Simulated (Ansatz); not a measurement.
# K: the cost of one run

Method: DFT PBE, scalar-relativistic, plane waves, PAW, in Ansatz 0.2.0.

The COD entry's cell or inner coordinates are ideal or old and differ from later refinements, so a difference from it is no clean test against experiment.

## (1) The structure to begin with

Symmetry: Im-3m, No. 229, cubic system. Conventional cell: a = 5.225 Å, b = 5.225 Å, c = 5.225 Å, α = 90.00°, β = 90.00°, γ = 90.00°.

Structure file:

```cif
data_structure
_symmetry_space_group_name_H-M 'Im-3m'
_symmetry_Int_Tables_number 229
_cell_length_a 5.2250
_cell_length_b 5.2250
_cell_length_c 5.2250
_cell_angle_alpha 90.000
_cell_angle_beta 90.000
_cell_angle_gamma 90.000
_cell_volume 142.65
loop_
_atom_site_label
_atom_site_type_symbol
_atom_site_symmetry_multiplicity
_atom_site_Wyckoff_symbol
_atom_site_fract_x
_atom_site_fract_y
_atom_site_fract_z
_atom_site_occupancy
K1 K 2 a 0.00000 0.00000 0.00000 1
```

The structure comes from the Crystallography Open Database.

## (2) Ground state at the listed geometry

Contents of input.yaml:

```yaml
crystal:
  lattice:
    - [-2.6125, 2.6125, 2.6125]
    - [2.6125, -2.6125, 2.6125]
    - [2.6125, 2.6125, -2.6125]
  atoms:
    - { symbol: K, position: [0.0, 0.0, 0.0] }
basis:
  ecutwfc: 420
  fft_grid_basis: typed
kpoints:
  mp_grid: { grid: [10, 10, 10] }
hamiltonian:
  xc: pbe
scf:
  occupations: { method: gaussian, width: 0.05 }
output:
  forces: true
  stress: true
  eigenvalues: true
  bader: true
  write_density: true
  volumetric_format: npy
  elf: true
```

Started as:

```bash
ansatz run input.yaml --threads 1 --pin off --max-ram 2560MiB --backend cpu --events-out ev --progress --plain --runs-dir out
```

**Question.** How long does this run take on 1 thread of Intel Xeon Platinum 8488C (Sapphire Rapids), shared host, and how much memory does it need?

About 5 s, with a peak of 0.38 GiB.
